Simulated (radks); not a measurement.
**Co in [Ar] 3d6 4s2 4d1: an all-electron calculation**

An exercise on one series of results from a longer session: the logs are not shown, and one member is left open.

Program: radks (a radial shooting solver on a logarithmic mesh, Libxc functionals) version 1. Level of theory: non-relativistic Kohn-Sham, BLYP, spin-polarised, spherical densities, point nucleus; open shells are filled with parallel spins first. These are calculated values, not measurements, unless marked.

**What is computed**

* element: cobalt (Z = 27)
* charge: 0
* electrons: 27
* configuration: [Ar] 3d6 4s2 4d1

The outer shells:

Co
```
[Ar] core
3d [↑↓][↑ ][↑ ][↑ ][↑ ]
4s [↑↓]
4d [↑ ][  ][  ][  ][  ]
```

The first run:

The run's settings:

```text
Z 27
configuration [Ar] 3d6 4s2 4d1 4p0 5s0
relativity non-relativistic
functional b88,lyp
spin polarised
nucleus point
```

One table of the session follows, with a row left open; its other results are not shown here.

It belongs to the step «Shells». Radial moments (bohr):

| level | <r> | outermost maximum (interpolated) | 90 % within | nodes |
| --- | --- | --- | --- | --- |
| 1s up | 0.05691 | 0.0375 | 0.101 | 0 |
| 1s down | 0.05691 | 0.0375 | 0.101 | 0 |
| 2s up | 0.2590 | 0.216 | 0.401 | 1 |
| 2s down | 0.2586 | 0.216 | 0.400 | 1 |
| 2p up | 0.2264 | 0.173 | 0.370 | 0 |
| 2p down | 0.2260 | 0.173 | 0.370 | 0 |
| 3s up | 0.7766 | 0.674 | 1.16 | 2 |
| 3s down | 0.7806 | 0.675 | 1.17 | 2 |
| 3p up | 0.8085 | 0.678 | 1.24 | 1 |
| 3p down | 0.8154 | 0.680 | 1.26 | 1 |
| 3d up | 0.9541 | 0.650 | 1.62 | 0 |
| 3d down | 1.003 | 0.659 | 1.73 | 0 |
| 4s up | ? | ? | ? | ? |
| 4s down | 2.581 | 2.17 | 3.86 | 3 |
| 4p up | 3.196 | 2.57 | 4.92 | 2 |
| 4p down | 3.299 | 2.67 | 5.06 | 2 |
| 5s up | 7.725 | 6.84 | 11.3 | 4 |
| 4d up | 8.961 | 7.53 | 14.1 | 1 |

**Question.** Estimate the row for 4s up.

**Answer.** <r>: 2.501; outermost maximum (interpolated): 2.10; 90 % within: 3.74; nodes: 3. In the column «<r>» it lies between 3d down (1.003) and 4s down (2.581).
